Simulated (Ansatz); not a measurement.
# AlF2H4NSe: the cost of one run

Program: Ansatz 0.2.0. Level of theory: RKS revPBE/def2-SVP. These are calculated values, not measurements.

## (1) The starting structure

Bond lengths: Al1–N2 2.239 Å, Al1–F3 1.643 Å, Al1–F4 1.642 Å, Al1–Se6 2.815 Å, N2–H7 1.012 Å, N2–H8 1.013 Å, Se6–H9 1.441 Å. Angles: Al1–N2–H7 122.1°, Al1–N2–H8 120.9°, H7–N2–H8 109.9°, N2–Al1–F3 111.2°, N2–Al1–F4 110.2°, N2–Al1–Se6 77.0°, F3–Al1–F4 124.7°, F3–Al1–Se6 110.4°, F4–Al1–Se6 113.4°, Al1–Se6–H9 92.8°.

As a file:

```xyz
9

Al   -0.5926   -0.9168    0.6544
N    -0.5502    1.1380   -0.2330
F    -1.2463   -2.0012   -0.3920
F    -0.9435   -0.8348    2.2560
H     0.7557    0.8607   -0.2855
Se    2.1370   -0.5281    0.0884
H    -0.8806    1.3263   -1.1710
H    -0.6762    1.9578    0.3480
H     1.9966   -1.0019   -1.2653
```

## (2) Pulling towards end A

Springs on the bonds that form and break draw the guess towards this end; the thresholds are loose.

Contents of input.yaml:

```yaml
crystal:
  periodic: [false, false, false]
  atoms:
    - { symbol: Al, position_ang: [-0.5926, -0.9168, 0.6544] }
    - { symbol: "N", position_ang: [-0.5502, 1.138, -0.233] }
    - { symbol: F, position_ang: [-1.2463, -2.0012, -0.392] }
    - { symbol: F, position_ang: [-0.9435, -0.8348, 2.256] }
    - { symbol: H, position_ang: [0.7557, 0.8607, -0.2855] }
    - { symbol: Se, position_ang: [2.137, -0.5281, 0.0884] }
    - { symbol: H, position_ang: [-0.8806, 1.3263, -1.171] }
    - { symbol: H, position_ang: [-0.6762, 1.9578, 0.348] }
    - { symbol: H, position_ang: [1.9966, -1.0019, -1.2653] }
basis:
  gaussian: { orbitals: def2-SVP }
hamiltonian:
  xc: revpbe
relax:
  f_tol: 0.15
  max_steps: 25
  restrain:
    - { distance: [0, 5], at: 3.71, k: 30.0 }
    - { distance: [4, 1], at: 2.32, k: 30.0 }
    - { distance: [0, 1], at: 1.92, k: 30.0 }
    - { distance: [4, 5], at: 1.51, k: 30.0 }
output:
  orbitals: {}
```

Command:

```sh
ansatz run input.yaml --threads 2 --pin off --max-ram 3072MiB --backend cpu --events-out ev --progress --plain --runs-dir out
```

Q: Estimate wall time and peak memory on 2 threads of Arm Neoverse V1, shared host.

About 24 s, with a peak of 0.15 GiB.
